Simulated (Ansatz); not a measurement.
# C7H7O radical: energies up the ladder

Wanted for C7H7O radical: energies up the ladder. Spin multiplicity 2.

Computed with Ansatz 0.2.0 (the levels named in each step, unless a step's input says otherwise).

### Step 1. The system as given

Bond lengths (14 of 15 bonds, heavy atoms first): C1–C2 1.489 Å, C2–C3 1.404 Å, C3–C4 1.363 Å, C4–C5 1.450 Å, C5–O6 1.237 Å, C5–C7 1.450 Å, C2–C8 1.405 Å, C7–C8 1.363 Å, C1–H9 1.090 Å, C1–H10 1.092 Å, C1–H11 1.086 Å, C3–H12 1.082 Å, C4–H13 1.079 Å, C7–H14 1.079 Å. Angles (14 of 24 angles, heavy atoms first): C1–C2–C3 120.8°, C1–C2–C8 120.6°, C3–C2–C8 118.6°, C2–C3–C4 121.5°, C3–C4–C5 121.5°, C4–C5–O6 122.3°, C4–C5–C7 115.4°, O6–C5–C7 122.3°, C5–C7–C8 121.5°, C2–C8–C7 121.4°, C2–C1–H9 111.0°, C2–C1–H10 109.7°, C2–C1–H11 111.2°, C2–C3–H12 118.6°.

Structure file:

```xyz
15

C    -2.8598   -0.3080   -0.1448
C    -1.3817   -0.1498   -0.0601
C    -0.5454   -1.2689    0.0741
C     0.8105   -1.1405    0.1399
C     1.4533    0.1572    0.0713
O     2.6821    0.2904    0.1293
C     0.5577    1.2888   -0.0724
C    -0.7943    1.1243   -0.1350
H    -3.1887   -1.1933    0.3988
H    -3.1578   -0.4254   -1.1891
H    -3.3718    0.5671    0.2450
H    -0.9974   -2.2502    0.1268
H     1.4534   -2.0009    0.2465
H     1.0094    2.2676   -0.1264
H    -1.4381    1.9867   -0.2435
```

### Step 2. A rough first relaxation, PBE-D4/def2-SVPD

The input, input.yaml:

```yaml
crystal:
  periodic: [false, false, false]
  atoms:
    - { symbol: C, position_ang: [-2.85983, -0.30803, -0.14477] }
    - { symbol: C, position_ang: [-1.38171, -0.14978, -0.06008] }
    - { symbol: C, position_ang: [-0.54538, -1.26894, 0.07412] }
    - { symbol: C, position_ang: [0.81045, -1.14053, 0.13989] }
    - { symbol: C, position_ang: [1.45326, 0.15721, 0.07131] }
    - { symbol: O, position_ang: [2.68214, 0.2904, 0.1293] }
    - { symbol: C, position_ang: [0.55775, 1.28875, -0.07239] }
    - { symbol: C, position_ang: [-0.79433, 1.12426, -0.135] }
    - { symbol: H, position_ang: [-3.18871, -1.19326, 0.39884] }
    - { symbol: H, position_ang: [-3.15785, -0.42535, -1.18908] }
    - { symbol: H, position_ang: [-3.37183, 0.56707, 0.24502] }
    - { symbol: H, position_ang: [-0.99737, -2.25019, 0.12675] }
    - { symbol: H, position_ang: [1.45344, -2.00092, 0.24655] }
    - { symbol: H, position_ang: [1.00941, 2.26761, -0.12644] }
    - { symbol: H, position_ang: [-1.4381, 1.98665, -0.24348] }
magnetization:
  spin_polarized: true
  initial_magnetization: 1
basis:
  gaussian: { orbitals: def2-SVPD }
hamiltonian:
  xc: pbe
  dispersion: d4
relax:
  f_tol: 0.03
  max_steps: 200
```

Started as:

```console
> ansatz run input.yaml --threads 8 --pin off --max-ram 22528MiB --backend cpu --events-out ev --progress --plain --runs-dir out
```

After this run come: Relaxation, PBE0-D4/def2-TZVPD; Relaxation, PBE0-D4/def2-SVPD; Frequencies, PBE0-D4/def2-SVPD; Single point, PBE-D4/def2-TZVPPD; Single point, r2SCAN-D4/def2-TZVPPD; Single point, B3LYP-D4/def2-TZVPPD; Single point, wB97M-V/def2-TZVPPD; Single point, B2PLYP/def2-TZVPPD; Single point, PBE0-D4/def2-TZVPPD; Single point, LDA/def2-TZVPPD; Single point, PBE0-D4/def2-SVPD; Single point, PBE-D4/def2-SVPD; The anion of multiplicity 1 at the same geometry, PBE0-D4/def2-TZVPPD; The anion of multiplicity 1 at the same geometry, PBE-D4/def2-TZVPPD; The anion of multiplicity 1 at the same geometry, r2SCAN-D4/def2-TZVPPD; The anion of multiplicity 1 at the same geometry, B3LYP-D4/def2-TZVPPD; The anion of multiplicity 1 at the same geometry, wB97M-V/def2-TZVPPD; The anion of multiplicity 1 at the same geometry, B2PLYP/def2-TZVPPD.

Q: Predict the outcome of this session. Wanted: C1–C2 at PBE0-D4/def2-SVPD; C2–C3 at PBE0-D4/def2-SVPD; C2–C8 at PBE0-D4/def2-SVPD; frequencies at PBE0-D4/def2-SVPD; vertical electron affinity, B2PLYP/def2-TZVPPD.

As calculated:

| quantity | value |
| --- | --- |
| C1–C2 at PBE0-D4/def2-SVPD | 1.494 Å |
| C2–C3 at PBE0-D4/def2-SVPD | 1.415 Å |
| C2–C8 at PBE0-D4/def2-SVPD | 1.415 Å |
| frequencies at PBE0-D4/def2-SVPD | -56 to 3224 cm⁻¹ |
| vertical electron affinity, B2PLYP/def2-TZVPPD | 2.032 eV |

In words: The C1–C2 distance spreads over 0.003 Å, from PBE0-D4/def2-TZVPD (shortest) to PBE0-D4/def2-SVPD. An imaginary mode remains, so this geometry is a saddle point. For the vertical electron affinity, PBE-D4/def2-TZVPPD comes nearest to B2PLYP/def2-TZVPPD (-0.03 eV) and r2SCAN-D4/def2-TZVPPD is farthest (-0.16 eV). <S²> exceeds the pure value by up to 0.14: some mean fields break spin symmetry, which blurs their results.
